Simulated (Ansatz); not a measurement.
# CsLaS2: the cost of one run

Program: Ansatz 0.2.0. Level of theory: DFT, r2SCAN, no spin polarisation, plane waves, PAW. These are calculated values, not measurements.

## (1) The cell

The structure is trigonal, space group R-3m (No. 166). Conventional cell: a = 4.284 Å, b = 4.284 Å, c = 22.863 Å, α = 90.00°, β = 90.00°, γ = 120.00°. La (site symmetry -3m) has 6 S at 2.91 Å as nearest neighbours. Around S (site symmetry 3m) lie 3 La at 2.91 Å and 3 Cs at 3.36 Å. Around Cs (site symmetry -3m) lie 6 S at 3.36 Å.

In its conventional cell, by symmetry (the run takes the cell typed in the input):

```cif
data_structure
_symmetry_space_group_name_H-M 'R-3m:H'
_symmetry_Int_Tables_number 166
_cell_length_a 4.2835
_cell_length_b 4.2835
_cell_length_c 22.8633
_cell_angle_alpha 90.000
_cell_angle_beta 90.000
_cell_angle_gamma 120.000
_cell_volume 363.30
loop_
_atom_site_label
_atom_site_type_symbol
_atom_site_symmetry_multiplicity
_atom_site_Wyckoff_symbol
_atom_site_fract_x
_atom_site_fract_y
_atom_site_fract_z
_atom_site_occupancy
La1 La 3 b 0.66667 0.33333 0.83333 1
S1 S 6 c 0.33333 0.66667 0.90037 1
Cs1 Cs 3 a 0.00000 0.00000 0.00000 1
```

It starts from an earlier solution of the starting cell (checkpoint.read).

## (2) The walk to rest

The input, input.yaml:

```yaml
crystal:
  lattice:
    - [4.283506, 0.0, 0.0]
    - [-2.141753, 3.70963, 0.0]
    - [-2.141753, 1.236543, 7.621101]
  atoms:
    - { symbol: La, position: [0.5, 0.5, 0.5] }
    - { symbol: S, position: [0.2337, 0.7663, 0.7011] }
    - { symbol: S, position: [0.7663, 0.2337, 0.2989] }
    - { symbol: Cs, position: [0.0, 0.0, 0.0] }
  symmetry: { tolerance: 0.0003 }
kpoints:
  mp_grid: { grid: [7, 7, 7], shift: [0, 0, 0] }
magnetization:
  spin_polarized: false
scf:
  occupations: { method: fermi_dirac, width: 0.05 }
  lower_state_search: "off"
hamiltonian:
  pseudopotentials: { kind: paw }
  xc: r2scan
basis:
  ecutwfc: 500
  fft_grid_basis: typed
relax:
  max_steps: 60
  cell: { p_target: 5.0 }
  f_tol: 0.03
output:
  forces: true
  stress: true
  eigenvalues: true
  bader: true
  populations: true
  elf: true
  write_potential: true
  volumetric_format: npy
  dos:
    e_range: [-12, 8]
    de: 0.05
    projected: { site_lists: { Cs: [Cs], La: [La], S: [S] } }
checkpoint:
  read: saved_state
```

Started as:

```bash
> ansatz run input.yaml --threads 2 --pin off --max-ram 2560MiB --backend cpu --events-out ev --progress --plain --runs-dir out
```

What time and memory should one allow on 2 threads of an x86-64 CPU, shared host?

About 79 s, with a peak of 0.81 GiB.
